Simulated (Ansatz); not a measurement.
# CH₆FGeNS: a ladder of functionals and wavefunction methods

One table from this session's results is given with a row withheld; the runs are named, their logs left out.

Program: Ansatz 0.2.0, Gaussian basis. Level of theory: functionals in def2-TZVPP, the program's frozen cores in correlated methods. These are calculated values, not measurements.

The runs, in order: PBE-D4, r2SCAN-D4, PBE0-D4, B3LYP-D4, ωB97X-V, ωB97M-V, B2PLYP; CCSD(T)/def2-TZVPP; MP2/def2-QZVPP; extrapolation to the limit.

## Structure used throughout

An earlier PBE0-D4 in a triple-zeta def2 set relaxation fixed the geometry.

SMILES `N[CH2][GeH]([F])[SH]`, 11 atoms, charge 0, spin multiplicity 1.

Atoms are counted from 1 here; the program's logs count them from 0.

Bond lengths: N1–C2 1.451 Å, N1–H6 1.012 Å, N1–H7 1.012 Å, C2–Ge3 1.957 Å, C2–H8 1.093 Å, C2–H9 1.100 Å, Ge3–F4 1.746 Å, Ge3–S5 2.208 Å, Ge3–H10 1.538 Å, S5–H11 1.343 Å. Angles: C2–N1–H6 111.4°, C2–N1–H7 111.3°, H6–N1–H7 107.7°, N1–C2–Ge3 109.7°, N1–C2–H8 109.4°, N1–C2–H9 115.8°, Ge3–C2–H8 105.0°, Ge3–C2–H9 109.1°, H8–C2–H9 107.4°, C2–Ge3–F4 107.1°, C2–Ge3–S5 108.1°, C2–Ge3–H10 117.2°, F4–Ge3–S5 109.0°, F4–Ge3–H10 104.3°, S5–Ge3–H10 110.8°, Ge3–S5–H11 93.3°.

The first run:

in.yaml reads:

```yaml
crystal:
  periodic: [false, false, false]
  atoms:
    - {symbol: N, position_ang: [-0.167355, 1.253374, 1.119781]}
    - {symbol: C, position_ang: [-0.940814, 0.539510, 0.121312]}
    - {symbol: Ge, position_ang: [0.089167, -0.985383, -0.544743]}
    - {symbol: F, position_ang: [-0.483547, -2.401014, 0.301278]}
    - {symbol: S, position_ang: [2.212466, -0.654262, -0.036711]}
    - {symbol: H, position_ang: [0.613664, 1.742040, 0.701803]}
    - {symbol: H, position_ang: [-0.734035, 1.936444, 1.605294]}
    - {symbol: H, position_ang: [-1.824103, 0.100411, 0.592178]}
    - {symbol: H, position_ang: [-1.288168, 1.138865, -0.732840]}
    - {symbol: H, position_ang: [-0.066219, -1.343794, -2.032211]}
    - {symbol: H, position_ang: [2.654444, -1.383191, -1.074643]}
basis:
  gaussian: {orbitals: def2-TZVPP}
hamiltonian: {xc: pbe, dispersion: d4}
output: {forces: true, orbitals: {seedname: orbitals}}
```

Command:

```sh
$ ansatz run in.yaml --threads 2 --pin off --events-out ev --progress --plain --max-ram 22528MiB --backend cpu
```

Steps of the session up to this table: PBE-D4 (GGA); r2SCAN-D4 (meta-GGA); PBE0-D4 (hybrid); B3LYP-D4 (hybrid); ωB97X-V (range-separated); ωB97M-V (range-separated); B2PLYP (double hybrid); CCSD(T) in def2-TZVPP; MP2 in def2-QZVPP.

One table of the session follows, with a row left open; its other results are not shown here.

| method | atomisation energy (kJ/mol) |
| --- | --- |
| PBE-D4 | 3766.2 |
| r2SCAN-D4 | 3697.8 |
| PBE0-D4 | 3688.6 |
| B3LYP-D4 | 3686.2 |
| ωB97X-V | 3723.0 |
| ωB97M-V | 3704.9 |
| B2PLYP | 3646.8 |
| HF/def2-TZVPP | 2564.6 |
| MP2/def2-TZVPP | ? |
| CCSD/def2-TZVPP | 3543.2 |
| CCSD(T)/def2-TZVPP | 3604.6 |
| MP2/CBS | 3759.1 |
| CCSD(T)/CBS | 3708.4 |

Estimate the missing values for MP2/def2-TZVPP.

**Answer.** atomisation energy (kJ/mol): 3655.3. In the column «atomisation energy (kJ/mol)» it lies between B2PLYP (3646.8) and B3LYP-D4 (3686.2).

To keep in mind: Free atoms (1 N, 1 C, 1 Ge, 1 F, 1 S, 6 H) were run apart at each level; the atomisation energy is their sum less the molecule, without zero-point or spin-orbit terms.
